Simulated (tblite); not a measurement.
# C5H15PSi2: the cost of one run

Computed with tblite 0.8.0 and PySCF 2.14.0, with density-fitted response routines of our own, on a single molecule in the gas phase. Atoms count from 0, in the outputs and in this text.

### Step 1. The molecule as given

23 atoms, charge 0, multiplicity 1; geometry from: force field or distance geometry start.

Bonds of the start (Å): C0–C1 1.50, C1–C2 1.53, C2–C3 1.50, C3–Si4 1.88, Si4–P5 2.19, P5–Si6 2.19, C3–C7 1.51, C7–C1 1.51, C0–H8 1.11, C0–H9 1.12, C0–H10 1.11, C1–H11 1.09, C2–H12 1.13, C2–H13 1.12, C3–H14 1.10, Si4–H15 1.47, Si4–H16 1.46, P5–H17 1.44, Si6–H18 1.48, Si6–H19 1.48, Si6–H20 1.47, C7–H21 1.10, C7–H22 1.10.

### Step 2. Optimising the geometry with GFN2-xTB

Job settings and geometry (Å):

```
{"job": {"kind": "relax", "xc": "GFN2-xTB", "basis": "xTB"}, "charge": 0, "multiplicity": 1}
C     -3.490600    -0.704800     0.051200
C     -2.392100    -0.062700    -0.744900
C     -1.672200     0.953600     0.144500
C     -0.393300     0.483800    -0.471400
Si     1.013900     0.221300     0.751700
P      2.849000     0.756600    -0.325000
Si     4.644200    -0.240300     0.437200
C     -1.087200    -0.820500    -0.797100
H     -3.102100    -1.018300     1.038700
H     -4.275300     0.081900     0.217200
H     -3.926600    -1.528100    -0.543200
H     -2.737900     0.349500    -1.687800
H     -1.800200     0.733500     1.240900
H     -1.948800     1.999100    -0.143300
H     -0.098200     1.095800    -1.332100
H      1.009000    -1.202500     1.126000
H      0.781200     1.010400     1.955400
H      3.012800     2.166400    -0.541700
H      4.336800    -1.524700     1.107300
H      5.500600    -0.584500    -0.713400
H      5.457900     0.596900     1.324800
H     -0.922500    -1.582700    -0.021800
H     -0.763200    -1.152700    -1.790300
```

Command:

```bash
$ OMP_NUM_THREADS=1 python probes_run.py task.json out
```

One launch serves the whole session: the jobs run in the order shown.

**Question.** How long does this first job take on 1 thread of Arm Neoverse N1, shared host, and how much memory does it need?

About 3.8 s, with a peak of 0.18 GiB.
